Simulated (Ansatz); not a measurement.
Task: a rigid scan of one bond length of CH4FOSn, SMILES [CH3][Sn]([OH])[F], with Ansatz 0.2.0, Python API. Give the script and its output. Use (for the species named): PBE0, def2-SVP basis, multiplicity 2.

```xyz
8

C     0.4007    0.9224   -0.6485
Sn   -0.9697   -0.6213   -0.0761
O    -0.8925   -0.8661    1.8731
F    -0.3579   -2.2500   -0.9688
H     0.0513    1.8986   -0.1699
H     0.2978    1.1225   -1.7608
H     1.4182    0.7108   -0.3668
H     0.1443   -0.9740    2.0620
```

`ch4fosn_scan.py`
```python
'''Stretching a bond of CH4FOSn, the rest held rigid.'''

import ansatz as az
import numpy as np

params = {
    'basis': 'def2-SVP',
    'xc': 'PBE0',
}


def main() -> None:
    geometry_ang = [
        ('C', (0.4007, 0.9224, -0.6485)),
        ('Sn', (-0.9697, -0.6213, -0.0761)),
        ('O', (-0.8925, -0.8661, 1.8731)),
        ('F', (-0.3579, -2.25, -0.9688)),
        ('H', (0.0513, 1.8986, -0.1699)),
        ('H', (0.2978, 1.1225, -1.7608)),
        ('H', (1.4182, 0.7108, -0.3668)),
        ('H', (0.1443, -0.974, 2.062)),
    ]
    geometry = az.Crystal.molecule()
    for symbol, xyz in geometry_ang:
        geometry = geometry.atom(symbol, xyz)

    symbols = [site.symbol for site in geometry.cartesian_sites]
    start = np.array([site.position_ang for site in geometry.cartesian_sites])
    axis = (start[2] - start[1]) / np.linalg.norm(start[2] - start[1])
    moving = [2, 7]
    lengths, energies = [1.73, 1.809, 1.887, 1.966, 2.045, 2.123, 2.202, 2.32], []
    for length in lengths:
        xyz = start.copy()
        xyz[moving] += (length - np.linalg.norm(start[2] - start[1])) * axis
        point = az.Crystal.molecule()
        for symbol, place in zip(symbols, xyz):
            point = point.atom(symbol, place.tolist())
        base = (
            point.calculation()
            .basis(gaussian=params['basis'])
            .functional(params['xc'])
            .spin('collinear', total=1)
        )
        r = base.run().report
        energies.append(r['free_energy_ev'])
        print(f'r = {length:6.3f} A  E = {energies[-1]:.5f} eV  <S^2> = {abs(r["mean_field"]["state"]["spin_squared"]):.3f}')

    # quartic fit about the minimum
    fit = np.polynomial.Polynomial.fit(lengths, np.array(energies) - min(energies), 4).convert()
    roots = [r.real for r in fit.deriv().roots() if abs(r.imag) < 1e-9 and fit.deriv(2)(r.real) > 0]
    r_e = min(roots, key=lambda r: abs(r - lengths[int(np.argmin(energies))]))
    print(f'minimum of the fit at {r_e:.4f} A, force constant {fit.deriv(2)(r_e):.2f} eV/A^2')


if __name__ == '__main__':
    main()
```

Output of `python ch4fosn_scan.py`:
```text
r =  1.730 A  E = -11685.68094 eV  <S^2> = 0.753
r =  1.809 A  E = -11686.35350 eV  <S^2> = 0.753
r =  1.887 A  E = -11686.71748 eV  <S^2> = 0.753
r =  1.966 A  E = -11686.87209 eV  <S^2> = 0.753
r =  2.045 A  E = -11686.87685 eV  <S^2> = 0.753
r =  2.123 A  E = -11686.78141 eV  <S^2> = 0.753
r =  2.202 A  E = -11686.61833 eV  <S^2> = 0.754
r =  2.320 A  E = -11686.30495 eV  <S^2> = 0.756
minimum of the fit at 2.0058 A, force constant 19.66 eV/A^2
```

What to keep in mind:
- These settings explore the input space; basis and method may be short of convergence.
- The rest of the molecule is held rigid at a force-field or estimated start geometry, and the basis set is modest; single-reference methods fail as a bond breaks.
- def2 sets replace the cores of elements past krypton by effective core potentials.
- The species is open-shell (spin multiplicity 2).
- Spin-orbit coupling of the heavy open-shell atom is left out.
- Timing: 51 s on 1 thread of Arm Neoverse V1, on a shared host, peak memory 0.31 GiB.

(Lines on the test bed's own set-up are left out of the output.)
